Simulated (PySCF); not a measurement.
# F4Se6Si4 ((FSi)4Se6 adamantane): the cost of one run

Computed with PySCF 2.14.0, with density-fitted response routines of our own, on a single molecule in the gas phase. Atoms are numbered from 0 throughout.

## (1) The molecule as given

14 atoms, charge 0, multiplicity 1; geometry from: GFN2-xTB. The atoms were then displaced at random by about 0.03 Å, so the start is not that level's minimum.

Bonds of the start (Å): Si0–F1 1.51, Si0–Se2 2.42, Si0–Se8 2.30, Si0–Se12 2.35, Se2–Si3 2.19, Si3–F4 1.67, Si3–Se5 2.37, Si3–Se13 2.32, Se5–Si6 2.35, Si6–F7 1.56, Si6–Se8 2.26, Si6–Se9 2.33, Se9–Si10 2.31, Si10–F11 1.61, Si10–Se12 2.26, Si10–Se13 2.34.

## (2) Optimising the geometry at PBE0-D3(BJ)/def2-SVP

Job settings and geometry (Å):

```
{"job": {"xc": "PBE0", "basis": "def2-SVP", "d3": "d3bj", "grid": 1, "maxiter": 40, "shake": 0.03, "kind": "geom"}, "charge": 0, "multiplicity": 1}
Si     1.936790    -0.835840    -0.659800
F      3.261930    -1.340560    -1.180760
Se     0.654200    -0.375260    -2.660020
Si    -1.136220     0.437250    -1.693120
F     -2.169550     0.732560    -2.972900
Se    -2.463320    -1.132970    -0.514100
Si    -0.927280    -1.461020     1.230880
F     -1.624880    -2.527080     2.135810
Se     1.024680    -2.458900     0.685510
Se    -0.723740     0.360560     2.663810
Si     0.289520     1.774980     1.150060
F      0.571430     3.120410     1.985040
Se     2.366650     1.176650     0.476840
Se    -1.079630     2.485400    -0.604030
```

Launch:

```sh
> OMP_NUM_THREADS=2 python probes_run.py task.json out
```

One launch serves the whole session: the jobs run in the order shown.

**Question.** How long does this first job take on 2 threads of Intel Xeon Platinum 8488C, shared host, and how much memory does it need?

About 19 min, with a peak of 5.1 GiB.
